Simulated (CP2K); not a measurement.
# Cu3O2 (I4/mmm) in CP2K: equation of state

Aim: energy against volume of Cu3O2 in PBE, for its equilibrium volume and stiffness.

Everything below comes from runs of CP2K 2026.2. Logs are shortened: lines on timing, memory, paths and dates and some standing lists are left out, and cuts for length are marked.

### Step 1. The structure

It takes space group I4/mmm (No. 139, tetragonal). Conventional cell: a = 4.046 Å, b = 4.046 Å, c = 7.347 Å, α = 90.00°, β = 90.00°, γ = 90.00°. Cu (site symmetry 4/mmm) has 4 O at 2.02 Å as nearest neighbours. Cu (site symmetry -4m2) has 2 O at 1.84 Å as nearest neighbours. O (site symmetry mmm) is surrounded by 4 Cu at 1.84 to 2.02 Å.

The cell comes from a database or a generator and needn't be the stable form of this composition.

### Step 2. Single point, PBE, 12.03 Å³/atom

Input file cu3o2_eos.inp:

```
&GLOBAL
  PROJECT cu3o2_eos
  RUN_TYPE ENERGY_FORCE
  PRINT_LEVEL LOW
&END GLOBAL
&FORCE_EVAL
  METHOD QS
  STRESS_TENSOR ANALYTICAL
  &DFT
    BASIS_SET_FILE_NAME BASIS_MOLOPT_UZH
    POTENTIAL_FILE_NAME POTENTIAL_UZH
    &MGRID
      CUTOFF 600
      REL_CUTOFF 60
      NGRIDS 4
    &END MGRID
    &QS
      METHOD GPW
      EPS_DEFAULT 1.0E-10
    &END QS
    &KPOINTS
      SCHEME MONKHORST-PACK 9 9 9
      GAMMA_CENTERED T
      SYMMETRY T
      SYMMETRY_BACKEND SPGLIB
    &END KPOINTS
    &SCF
      SCF_GUESS ATOMIC
      EPS_SCF 1.0E-6
      MAX_SCF 100
      ADDED_MOS 25
      CHOLESKY OFF
      EPS_EIGVAL 1.0E-7
      &DIAGONALIZATION ON
        ALGORITHM STANDARD
      &END DIAGONALIZATION
      &MIXING ON
        METHOD BROYDEN_MIXING
        ALPHA 0.4
        BETA 1.5
        NBUFFER 8
      &END MIXING
      &SMEAR ON
        METHOD FERMI_DIRAC
        ELECTRONIC_TEMPERATURE [K] 580.226
      &END SMEAR
    &END SCF
    &XC
      &XC_FUNCTIONAL PBE
      &END XC_FUNCTIONAL
    &END XC
    &PRINT
      &KPOINTS ON
      &END KPOINTS
      &MULLIKEN ON
      &END MULLIKEN
      &MO ON
        ENERGIES T
        OCCUPATION_NUMBERS T
        &EACH
          QS_SCF 0
        &END EACH
        ADD_LAST NUMERIC
      &END MO
    &END PRINT
  &END DFT
  &SUBSYS
    &CELL
      ABC 4.6562188745 4.6562188745 4.6562188745
      ALPHA_BETA_GAMMA 128.4970000401 128.4970000400 75.8212795842
      PERIODIC XYZ
    &END CELL
    &COORD
      Cu  0.0000000000 0.0000000000 0.0000000000
      Cu  2.3281094373 0.0000000000 1.4304642904
      Cu  0.5702641630 2.2571868191 1.4304642904
      O   0.8789226372 -1.1285934096 1.4304642904
      O   -0.8789226371 1.1285934096 1.4304642904
    &END COORD
    &KIND Cu
      BASIS_SET TZVP-MOLOPT-PBE-GTH-q11
      POTENTIAL GTH-PBE-q11
    &END KIND
    &KIND O
      BASIS_SET TZVP-MOLOPT-PBE-GTH-q6
      POTENTIAL GTH-PBE-q6
    &END KIND
    &PRINT
      &ATOMIC_COORDINATES ON
      &END ATOMIC_COORDINATES
      &CELL ON
      &END CELL
    &END PRINT
  &END SUBSYS
  &PRINT
    &FORCES ON
    &END FORCES
    &STRESS_TENSOR ON
    &END STRESS_TENSOR
  &END PRINT
&END FORCE_EVAL
```

Potentials or basis: POTENTIAL_UZH Cu GTH-PBE-q11, O GTH-PBE-q6; TZVP-MOLOPT-PBE-GTH basis.

Started as:

```console
> OMP_NUM_THREADS=1 mpirun -n 3 cp2k.psmp -i cu3o2_eos.inp -o cu3o2_eos.out
```

cu3o2_eos.out:

```text

 CP2K| version string:                                       CP2K version 2026.2
 CP2K| Input file name                                             cu3o2_eos.inp

 GLOBAL| Force Environment number                                              1
 GLOBAL| Basis set file name                                    BASIS_MOLOPT_UZH
 GLOBAL| Potential file name                                       POTENTIAL_UZH
 GLOBAL| MM Potential file name                                     MM_POTENTIAL
 GLOBAL| Coordinate file name                                      __STD_INPUT__
 GLOBAL| Method name                                                        CP2K
 GLOBAL| Project name                                                  cu3o2_eos
 GLOBAL| Run type                                                   ENERGY_FORCE
 GLOBAL| FFT library                                                       FFTW3
 GLOBAL| Diagonalization library                                       ScaLAPACK
 GLOBAL| Cholesky decomposition library                                ScaLAPACK
 GLOBAL| DGEMM library                                                      BLAS
 GLOBAL| Direct generalized diagonalization requested                          F
 GLOBAL| Matrix multiplication library                                 ScaLAPACK
 GLOBAL| Global print level                                                  LOW
 GLOBAL| Total number of message passing processes                             3
 GLOBAL| Number of threads for this process                                    1
 GLOBAL| CPU model name                                                  UNKNOWN

 CELL| Volume [angstrom^3]:                                            60.136466
 CELL| Vector a [angstrom]:       4.656     0.000     0.000   |a| =     4.656219
 CELL| Vector b [angstrom]:       1.141     4.514     0.000   |b| =     4.656219
 CELL| Vector c [angstrom]:      -2.898    -2.257     2.861   |c| =     4.656219
 CELL| Angle (b,c), alpha [degree]:                                   128.497000
 CELL| Angle (a,c), beta  [degree]:                                   128.497000
 CELL| Angle (a,b), gamma [degree]:                                    75.821280
 CELL| Numerically orthorhombic:                                              NO
 CELL| Periodicity                                                           XYZ

 CELL_REF| Volume [angstrom^3]:                                        60.136466
 CELL_REF| Vector a [angstrom     4.656     0.000     0.000   |a| =     4.656219
 CELL_REF| Vector b [angstrom     1.141     4.514     0.000   |b| =     4.656219
 CELL_REF| Vector c [angstrom    -2.898    -2.257     2.861   |c| =     4.656219
 CELL_REF| Angle (b,c), alpha [degree]:                               128.497000
 CELL_REF| Angle (a,c), beta  [degree]:                               128.497000
 CELL_REF| Angle (a,b), gamma [degree]:                                75.821280
 CELL_REF| Numerically orthorhombic:                                          NO
 CELL_REF| Periodicity                                                       XYZ
[... 10 lines left out ...]

  Total number of            - Atomic kinds:                                   2
                             - Atoms:                                          5
                             - Shell sets:                                     5
                             - Shells:                                        44
                             - Primitive Cartesian functions:                 28
                             - Cartesian basis functions:                    156
                             - Spherical basis functions:                    136

  Maximum angular momentum of- Orbital basis functions:                        3
                             - Local part of the GTH pseudopotential:          2
                             - Non-local part of the GTH pseudopotential:      4

 MODULE QUICKSTEP: ATOMIC COORDINATES IN ANGSTROM

   Atom Kind Element         X             Y             Z       Z(eff)     Mass
      1    1 Cu   29      0.000000      0.000000      0.000000  11.0000  63.5460
      2    1 Cu   29      2.328109      0.000000      1.430464  11.0000  63.5460
      3    1 Cu   29      0.570264      2.257187      1.430464  11.0000  63.5460
      4    2 O     8      0.878923     -1.128593      1.430464   6.0000  15.9994
      5    2 O     8     -0.878923      1.128593      1.430464   6.0000  15.9994

 SCF PARAMETERS         Density guess:                                    ATOMIC
                        --------------------------------------------------------
                        max_scf:                                             100
[... 7 lines left out ...]
                        --------------------------------------------------------
                        level_shift [a.u.]:                             0.000000
                        added MOs                                        25    0
                        --------------------------------------------------------
[... 20 lines left out ...]
 BRILLOUIN| Wavefunction type                                            COMPLEX
 BRILLOUIN| List of Kpoints [2 Pi/Bohr]                                       75
 BRILLOUIN| Number           Weight            X              Y              Z
 BRILLOUIN|     1           0.01097       -0.44444       -0.44444       -0.44444
 BRILLOUIN|     2           0.01097       -0.44444       -0.44444       -0.33333
 BRILLOUIN|     3           0.01097       -0.44444       -0.44444       -0.22222
 BRILLOUIN|     4           0.01097       -0.44444       -0.44444       -0.11111
 BRILLOUIN|     5           0.00274       -0.44444       -0.44444        0.44444
 BRILLOUIN|     6           0.02195       -0.44444       -0.33333       -0.44444
[... 32 lines left out ...]
 BRILLOUIN|    39           0.01097       -0.44444        0.44444       -0.22222
 BRILLOUIN|    40           0.01097       -0.44444        0.44444       -0.11111
 [... further k-points ...]
 *******************************************************************************

 Extrapolation method: initial_guess

 Number of electrons:                                                         45
 Number of occupied orbitals:                                                 23
 Number of molecular orbitals:                                                48

 Number of orbital functions:                                                136
 Number of independent orbital functions:                                    136

 SCF WAVEFUNCTION OPTIMIZATION

  Step     Update method      Time    Convergence         Total energy    Change
  ------------------------------------------------------------------------------
     1 NoMix/Diag. 0.40E+00    8.6     1.49388060      -175.3960263160 -1.75E+02
     2 Broy./Diag. 0.40E+00    6.8     0.10849300      -170.6624154724  4.73E+00
     3 Broy./Diag. 0.40E+00    7.1     0.05333447      -174.1614052265 -3.50E+00
     4 Broy./Diag. 0.40E+00    6.9     0.03606045      -175.5082345482 -1.35E+00
     5 Broy./Diag. 0.40E+00    6.8     0.01080810      -175.3914210773  1.17E-01
     6 Broy./Diag. 0.40E+00    6.9     0.00589510      -175.3330803253  5.83E-02
     7 Broy./Diag. 0.40E+00    6.9     0.00526830      -175.3547257522 -2.16E-02
     8 Broy./Diag. 0.40E+00    6.8     0.00139801      -175.3440455893  1.07E-02
     9 Broy./Diag. 0.40E+00    6.9     0.00134972      -175.3603764298 -1.63E-02
    10 Broy./Diag. 0.40E+00    6.9     0.00035363      -175.3581222969  2.25E-03
    11 Broy./Diag. 0.40E+00    6.9     0.00041671      -175.3582300970 -1.08E-04
    12 Broy./Diag. 0.40E+00    7.0     0.00015827      -175.3574208585  8.09E-04
    13 Broy./Diag. 0.40E+00    7.0     0.00005070      -175.3571804513  2.40E-04
    14 Broy./Diag. 0.40E+00    6.8     0.00001606      -175.3571436885  3.68E-05
    15 Broy./Diag. 0.40E+00    6.8     0.00000324      -175.3570958316  4.79E-05
    16 Broy./Diag. 0.40E+00    7.0     0.00000179      -175.3571106133 -1.48E-05
    17 Broy./Diag. 0.40E+00    6.7     0.00000133      -175.3571134489 -2.84E-06
    18 Broy./Diag. 0.40E+00    7.0     0.00000049      -175.3571148589 -1.41E-06

  *** SCF run converged in    18 steps ***

  Electronic density on regular grids:        -44.9999999529        0.0000000471
  Core density on regular grids:               44.9999999960       -0.0000000040
  Total charge density on r-space grids:        0.0000000431
  Total charge density g-space grids:           0.0000000431

  Overlap energy of the core charge distribution:               0.00000018786601
  Self energy of the core charge distribution:               -277.08809450869342
  Core Hamiltonian energy:                                     90.25440492464563
  Hartree energy:                                              41.59659939789877
  Exchange-correlation energy:                                -30.11947632080066
  Electronic entropic energy:                                  -0.00054853967830
  Fermi energy:                                                 0.15610438567895

  Total energy:                                              -175.35711485892031
  Total energy (extrapolated to T->0):                       -175.35684058908117

 MO| EIGENVALUES AND OCCUPATION NUMBERS FOR K POINT 1
 MO|
 MO|  Index      Eigenvalue [a.u.]        Eigenvalue [eV]             Occupation
 MO|      1              -0.535909             -14.582831               2.000000
 MO|      2              -0.520003             -14.149995               2.000000
 MO|      3              -0.127638              -3.473217               2.000000
 MO|      4              -0.045157              -1.228772               2.000000
 MO|      5              -0.036230              -0.985867               2.000000
 MO|      6              -0.005972              -0.162514               2.000000
[... 742 lines left out ...]
 MO|     47               1.292076              35.159187               0.000000
 MO|     48               1.316085              35.812490               0.000000
 MO| Sum:                                                              45.999709
 MO| E(Fermi):            0.156104 a.u.          4.247816 eV

 [... the levels of further k-points ...]

 !-----------------------------------------------------------------------------!
                     Mulliken Population Analysis

 #  Atom  Element  Kind  Atomic population                           Net charge
       1     Cu       1         10.845057                              0.154943
       2     Cu       1         10.573318                              0.426682
       3     Cu       1         10.573314                              0.426686
       4     O        2          6.504155                             -0.504155
       5     O        2          6.504155                             -0.504155
 # Total charge                             45.000000                  0.000000

 !-----------------------------------------------------------------------------!

 ENERGY| Total FORCE_EVAL ( QS ) energy [hartree]           -175.357112913869827

 FORCES| Atomic forces [hartree/bohr]
 FORCES|   Atom     x               y               z               |f|
 FORCES|      1  1.17785635E-09 -1.29639719E-09  4.74260127E-10   1.81463878E-09
 FORCES|      2 -4.31300731E-10  2.68309817E-09  1.96004131E-09   3.35064144E-09
 FORCES|      3  4.42076035E-09 -9.14153767E-10 -2.59238728E-09   5.20569601E-09
 FORCES|      4 -3.69692534E-09 -1.07516552E-09  8.69968769E-12   3.85010566E-09
 FORCES|      5 -1.50532191E-09  5.94784214E-10  1.50678879E-10   1.62556649E-09
 FORCES| Sum    -3.49312895E-11 -7.83409495E-12  1.29272459E-12
 FORCES| Total atomic force                                       3.58223278E-11

 STRESS| Analytical stress tensor [bar]
 STRESS|                        x                   y                   z
 STRESS|      x        3.92241203244E+04   1.70757211794E+04  -7.29993565633E+00
 STRESS|      y        1.70757211794E+04   3.05970437772E+04  -5.68430516217E+00
 STRESS|      z       -7.29993565633E+00  -5.68430516217E+00   1.72934941813E+04
 STRESS| 1/3 Trace                                             2.90382194277E+04
 STRESS| Determinant                                           1.57122079815E+13

 STRESS| Eigenvectors and eigenvalues of the analytical stress tensor [bar]
 STRESS|                        1                   2                   3
 STRESS| Eigenvalues   1.72934917514E+04   1.72984593443E+04   5.25227071873E+04
 STRESS|      x           0.000294071141     -0.614443328791      0.788960904752
 STRESS|      y           0.000049823393      0.788960946889      0.614443343036
 STRESS|      z           0.999999955520      0.000141381346     -0.000262624297
```

It took 2.3 min on 3 MPI ranks of Arm Neoverse V2, shared host.

What came out:

| Item | Value |
| --- | --- |
| Free energy | -4771.7097 eV |
| Pressure | 2.9 GPa |
| Band gap on the k mesh | none (metal or under the smearing width) |
| Mulliken charges | Cu +0.15, +0.43; O -0.50 e |

Caveat: Mulliken charges move with the basis; the basis of atomic orbitals isn't converged, which shifts pressures, moduli and gaps; an odd number of electrons without spin polarisation forces a metal; a magnetic or distorted state may lie lower; the run has no spin polarisation, though such a crystal can be magnetic; semilocal functionals often make such compounds metallic where correlation or magnetic order opens a gap, which also shifts bond lengths.

### Step 3. Single point, PBE, 11.79 Å³/atom (volume scaled by 0.98)

cu3o2_eos.inp, as its differences from that of step 2:

```diff
@@ -11,2 +11,3 @@
     POTENTIAL_FILE_NAME POTENTIAL_UZH
+    WFN_RESTART_FILE_NAME previous-RESTART.kp
     &MGRID
@@ -27,3 +28,3 @@
     &SCF
-      SCF_GUESS ATOMIC
+      SCF_GUESS RESTART
       EPS_SCF 1.0E-6
@@ -68,4 +69,4 @@
     &CELL
-      ABC 4.6562188745 4.6562188745 4.6562188745
-      ALPHA_BETA_GAMMA 128.4970000401 128.4970000400 75.8212795842
+      ABC 4.6249681418 4.6249681418 4.6249681418
+      ALPHA_BETA_GAMMA 128.4970000396 128.4970000404 75.8212795845
       PERIODIC XYZ
@@ -74,6 +75,6 @@
       Cu  0.0000000000 0.0000000000 0.0000000000
-      Cu  2.3281094373 0.0000000000 1.4304642904
-      Cu  0.5702641630 2.2571868191 1.4304642904
-      O   0.8789226372 -1.1285934096 1.4304642904
-      O   -0.8789226371 1.1285934096 1.4304642904
+      Cu  2.3124840709 0.0000000000 1.4208635697
+      Cu  0.5664367713 2.2420374578 1.4208635697
+      O   0.8730236498 -1.1210187289 1.4208635697
+      O   -0.8730236498 1.1210187289 1.4208635697
     &END COORD
```

Potentials or basis: POTENTIAL_UZH Cu GTH-PBE-q11, O GTH-PBE-q6; TZVP-MOLOPT-PBE-GTH basis.

Started as:

```console
> OMP_NUM_THREADS=1 mpirun -n 3 cp2k.psmp -i cu3o2_eos.inp -o cu3o2_eos.out
```

It took 2.5 min on 3 MPI ranks of Arm Neoverse V2, shared host.

The run converged. Its results:

- Free energy: -4771.6766 eV
- Pressure: 6.0 GPa
- Band gap on the k mesh: none (metal or under the smearing width)
- Mulliken charges: Cu +0.13, +0.42; O -0.49 e

Caveat: Mulliken charges move with the basis; the basis of atomic orbitals isn't converged, which shifts pressures, moduli and gaps; an odd number of electrons without spin polarisation forces a metal; a magnetic or distorted state may lie lower; the run has no spin polarisation, though such a crystal can be magnetic; semilocal functionals often make such compounds metallic where correlation or magnetic order opens a gap, which also shifts bond lengths.

### Step 4. Single point, PBE, 12.27 Å³/atom (volume scaled by 1.02)

cu3o2_eos.inp, as its differences from that of step 3:

```diff
@@ -69,4 +69,4 @@
     &CELL
-      ABC 4.6249681418 4.6249681418 4.6249681418
-      ALPHA_BETA_GAMMA 128.4970000396 128.4970000404 75.8212795845
+      ABC 4.6870556598 4.6870556598 4.6870556598
+      ALPHA_BETA_GAMMA 128.4970000391 128.4970000404 75.8212795849
       PERIODIC XYZ
@@ -75,6 +75,6 @@
       Cu  0.0000000000 0.0000000000 0.0000000000
-      Cu  2.3124840709 0.0000000000 1.4208635697
-      Cu  0.5664367713 2.2420374578 1.4208635697
-      O   0.8730236498 -1.1210187289 1.4208635697
-      O   -0.8730236498 1.1210187289 1.4208635697
+      Cu  2.3435278299 0.0000000000 1.4399378400
+      Cu  0.5740408568 2.2721355119 1.4399378400
+      O   0.8847434865 -1.1360677559 1.4399378400
+      O   -0.8847434866 1.1360677560 1.4399378400
     &END COORD
```

Started as:

```console
> OMP_NUM_THREADS=1 mpirun -n 3 cp2k.psmp -i cu3o2_eos.inp -o cu3o2_eos.out
```

Wall time 2.5 min (3 MPI ranks of Arm Neoverse V2, shared host).

The run converged. Its results:

| Item | Value |
| --- | --- |
| Free energy | -4771.7211 eV |
| Pressure | 0.2 GPa |
| Band gap on the k mesh | none (metal or under the smearing width) |
| Mulliken charges | Cu +0.18, +0.43; O -0.52 e |

Caveat: Mulliken charges move with the basis; the basis of atomic orbitals isn't converged, which shifts pressures, moduli and gaps; an odd number of electrons without spin polarisation forces a metal; a magnetic or distorted state may lie lower; the run has no spin polarisation, though such a crystal can be magnetic; semilocal functionals often make such compounds metallic where correlation or magnetic order opens a gap, which also shifts bond lengths.

### Step 5. Single point, PBE, 11.55 Å³/atom (volume scaled by 0.96)

cu3o2_eos.inp, as its differences from that of step 4:

```diff
@@ -69,4 +69,4 @@
     &CELL
-      ABC 4.6870556598 4.6870556598 4.6870556598
-      ALPHA_BETA_GAMMA 128.4970000391 128.4970000404 75.8212795849
+      ABC 4.5932892836 4.5932892836 4.5932892836
+      ALPHA_BETA_GAMMA 128.4970000402 128.4970000402 75.8212795839
       PERIODIC XYZ
@@ -75,6 +75,6 @@
       Cu  0.0000000000 0.0000000000 0.0000000000
-      Cu  2.3435278299 0.0000000000 1.4399378400
-      Cu  0.5740408568 2.2721355119 1.4399378400
-      O   0.8847434865 -1.1360677559 1.4399378400
-      O   -0.8847434866 1.1360677560 1.4399378400
+      Cu  2.2966446418 0.0000000000 1.4111313219
+      Cu  0.5625569457 2.2266805549 1.4111313219
+      O   0.8670438481 -1.1133402775 1.4111313219
+      O   -0.8670438480 1.1133402775 1.4111313219
     &END COORD
```

Started as:

```console
> OMP_NUM_THREADS=1 mpirun -n 3 cp2k.psmp -i cu3o2_eos.inp -o cu3o2_eos.out
```

It took 1.9 min on 3 MPI ranks of Arm Neoverse V2, shared host.

Results (log left out):

- Free energy: -4771.6192 eV
- Pressure: 9.4 GPa
- Band gap on the k mesh: none (metal or under the smearing width)
- Mulliken charges: Cu +0.10, +0.42; O -0.47 e

Caveat: Mulliken charges move with the basis; the basis of atomic orbitals isn't converged, which shifts pressures, moduli and gaps; an odd number of electrons without spin polarisation forces a metal; a magnetic or distorted state may lie lower; the run has no spin polarisation, though such a crystal can be magnetic; semilocal functionals often make such compounds metallic where correlation or magnetic order opens a gap, which also shifts bond lengths.

[end of part 1 of 2]
